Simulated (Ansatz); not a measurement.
# Si: the cost of one run

Computed with Ansatz 0.2.0 (DFT LDA, scalar-relativistic, plane waves, PAW, unless a step's input says otherwise).

72 further runs of the same task are left out: 72 set aside as unsound or not needed. Runs told in other sessions of the task aren't counted.

### Step 1. Starting point

The structure is hexagonal, space group P6_3/mmc (No. 194). Conventional cell: a = 3.802 Å, b = 3.802 Å, c = 6.289 Å, α = 90.00°, β = 90.00°, γ = 120.00°. Around Si (site symmetry 3m) lie 4 Si at 2.33 to 2.35 Å.

Coordinates:

```xyz
4
Lattice="3.8017 0.0000 0.0000 -1.9008 3.2924 0.0000 0.0000 0.0000 6.2887" Properties=species:S:1:pos:R:3 pbc="T T T"
Si    0.0000    2.1949    0.3964
Si    1.9008    1.0975    3.5408
Si    0.0000    2.1949    2.7479
Si    1.9008    1.0975    5.8923
```

It goes back to an entry of the Materials Project, which need not be the stable form.

This cell was relaxed beforehand with the same method: volume 19.68 Å³/atom, gap on the mesh 0.27 eV.

### Step 2. The grid

Atoms count from 1 in the order of the input.

The energy is mapped over a free internal coordinate and the cell.

First coordinate, shift of Si1 along [0 0 1], its symmetry partners moved as symmetry demands (measured in the relaxed cell): 11 values from −0.15 Å. Second coordinate, c/a of the conventional cell at fixed volume: 11 values from 1.323 to 1.985.

Nothing else is relaxed (all other coordinates fixed). Energies count from the relaxed crystal. Points are written as (first, second).

### Step 3. The run at (−0.03 Å, 1.456)

input.yaml reads:

```yaml
crystal:
  lattice:
    - [3.9671651941, 0.0, 0.0]
    - [-1.9835825971, 3.4356658391, 0.0]
    - [0.0, 0.0, 5.775002373]
  atoms:
    - { symbol: Si, position: [0.3333333333, 0.6666666667, 0.05826558] }
    - { symbol: Si, position: [0.6666666667, 0.3333333333, 0.55826558] }
    - { symbol: Si, position: [0.3333333333, 0.6666666667, 0.44173442] }
    - { symbol: Si, position: [0.6666666667, 0.3333333333, 0.94173442] }
basis:
  ecutwfc: 420
kpoints:
  mp_grid: { grid: [12, 12, 6] }
hamiltonian:
  xc: lda
  pseudopotentials: { kind: paw, azcp: { folder: soft_1 } }
scf:
  occupations: { method: gaussian, width: 0.03 }
output:
  forces: true
  stress: true
  eigenvalues: true
```

The run is started by

```sh
$ ansatz run input.yaml --threads 2 --pin off --max-ram 4096MiB --backend cpu --events-out ev --progress --plain --runs-dir out
```

**Question.** How long does this run take on 2 threads of Arm Neoverse N1, shared host, and how much memory does it need?

About 3.6 s, with a peak of 0.32 GiB.
